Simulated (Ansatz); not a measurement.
# C₃H₉F₃NNbO: taking an electron away

Aim: the vertical ionisation energy of C₃H₉F₃NNbO, as cation minus neutral at the neutral's geometry, on several levels, and how well −ε(HOMO) stands in for it.

The runs use Ansatz 0.2.0, Gaussian basis; unrestricted cation, the program's frozen cores in correlated methods.

Levels to be run: UKS PBE-D4/def2-TZVPP; UKS r2SCAN-D4/def2-TZVPP; UKS PBE0-D4/def2-TZVPP; UKS B3LYP-D4/def2-TZVPP; UKS wB97X-V/def2-TZVPP; UKS wB97M-V/def2-TZVPP; UKS B2PLYP/def2-TZVPP; UHF-CCSD(T)/def2-TZVPP; UHF-MP2/def2-QZVPP; extrapolation to the limit; then −ε(HOMO) from the neutral's earlier runs with LDA (SPW92), PBE-D4, revPBE-D4, BLYP-D4, r2SCAN-D4, B97M-V, PBE0-D4, B3LYP-D4, r2SCANh-D4, r2SCAN0-D4, HSE06-D4, BHLYP-D4, CAM-B3LYP-D4, LC-ωPBE, ωB97X-V, ωB97M-V.

### 1 Structure used throughout

An earlier PBE0-D4 in a triple-zeta def2 set relaxation fixed the geometry. Nb takes the def2 core potential; no spin-orbit term is included.

SMILES `C[O][Nb]([F])([F])([F])[N](C)C`, 18 atoms, charge 0, spin multiplicity 1.

Atoms are counted from 1 here; the program's logs count them from 0.

Bond lengths: C1–O2 1.394 Å, C1–H10 1.093 Å, C1–H11 1.094 Å, C1–H12 1.095 Å, O2–Nb3 1.864 Å, Nb3–F4 1.898 Å, Nb3–F5 1.886 Å, Nb3–F6 1.882 Å, Nb3–N7 1.932 Å, N7–C8 1.450 Å, N7–C9 1.454 Å, C8–H13 1.096 Å, C8–H14 1.088 Å, C8–H15 1.096 Å, C9–H16 1.096 Å, C9–H17 1.096 Å, C9–H18 1.089 Å. Angles: O2–C1–H10 110.1°, O2–C1–H11 109.5°, O2–C1–H12 109.8°, H10–C1–H11 108.7°, H10–C1–H12 109.6°, H11–C1–H12 109.2°, C1–O2–Nb3 147.3°, O2–Nb3–F4 84.7°, O2–Nb3–F5 161.9°, O2–Nb3–F6 91.9°, O2–Nb3–N7 99.4°, F4–Nb3–F5 84.1°, F4–Nb3–F6 138.0°, F4–Nb3–N7 111.8°, F5–Nb3–F6 87.0°, F5–Nb3–N7 97.9°, F6–Nb3–N7 110.1°, Nb3–N7–C8 125.6° and more.

### 2 Cation, UKS PBE-D4/def2-TZVPP

in.yaml

```yaml
crystal:
  periodic: [false, false, false]
  atoms:
    - {symbol: C, position_ang: [2.081636, 0.689674, -2.113418]}
    - {symbol: O, position_ang: [1.175078, 0.834674, -1.064616]}
    - {symbol: Nb, position_ang: [-0.608778, 0.959375, -0.538289]}
    - {symbol: F, position_ang: [-0.979372, 0.197750, -2.236682]}
    - {symbol: F, position_ang: [-2.452390, 1.358984, -0.531198]}
    - {symbol: F, position_ang: [-0.336070, 2.670253, 0.196614]}
    - {symbol: N, position_ang: [-0.620101, -0.371719, 0.861676]}
    - {symbol: C, position_ang: [0.476801, -1.262290, 1.187641]}
    - {symbol: C, position_ang: [-1.775089, -0.583887, 1.719530]}
    - {symbol: H, position_ang: [2.550746, 1.651130, -2.339510]}
    - {symbol: H, position_ang: [2.861681, -0.021172, -1.826064]}
    - {symbol: H, position_ang: [1.563022, 0.315253, -3.001831]}
    - {symbol: H, position_ang: [0.173891, -2.306908, 1.048888]}
    - {symbol: H, position_ang: [1.340210, -1.061821, 0.556617]}
    - {symbol: H, position_ang: [0.772583, -1.130803, 2.235211]}
    - {symbol: H, position_ang: [-1.505629, -0.401227, 2.766185]}
    - {symbol: H, position_ang: [-2.125425, -1.618817, 1.630872]}
    - {symbol: H, position_ang: [-2.592815, 0.081561, 1.448395]}
basis:
  gaussian: {orbitals: def2-TZVPP}
total_charge: 1
magnetization: {spin_polarized: true, initial_magnetization: 1}
hamiltonian: {xc: pbe, dispersion: d4}
```

Further steps of the session: Cation, UKS r2SCAN-D4/def2-TZVPP; Cation, UKS PBE0-D4/def2-TZVPP; Cation, UKS B3LYP-D4/def2-TZVPP; Cation, UKS wB97X-V/def2-TZVPP; Cation, UKS wB97M-V/def2-TZVPP; Cation, UKS B2PLYP (frozen core)/def2-TZVPP; Cation, UHF-CCSD(T)/def2-TZVPP; Cation, UHF-MP2/def2-QZVPP.

**Question.** What will the summary of the whole plan be? Wanted: ionisation energy, CCSD(T)/CBS; nearest functional by difference; nearest −ε(HOMO); −ε(HOMO) of PBE; T1 of the cation.

As calculated:

| quantity | value |
| --- | --- |
| ionisation energy, CCSD(T)/CBS | 9.65 eV |
| nearest functional by difference | ωB97M-V (-0.23 eV) |
| nearest −ε(HOMO) | ωB97M-V (+0.19 eV) |
| −ε(HOMO) of PBE | 6.18 eV |
| T1 of the cation | 0.023 |

What this shows: By cation minus neutral, the functionals miss by 0.62 eV at most. −ε(HOMO) of PBE misses by 3.5 eV, since self-interaction lifts the level. Among orbital estimates ωB97M-V comes nearest. Hartree-Fock falls 1.15 eV short, as the neutral has more correlation energy than the cation. The cation may have settled in a state other than its lowest; no search over hole states beyond the program's own was made. Correlated methods include outer-core shells of Nb, which these sets cover unevenly.
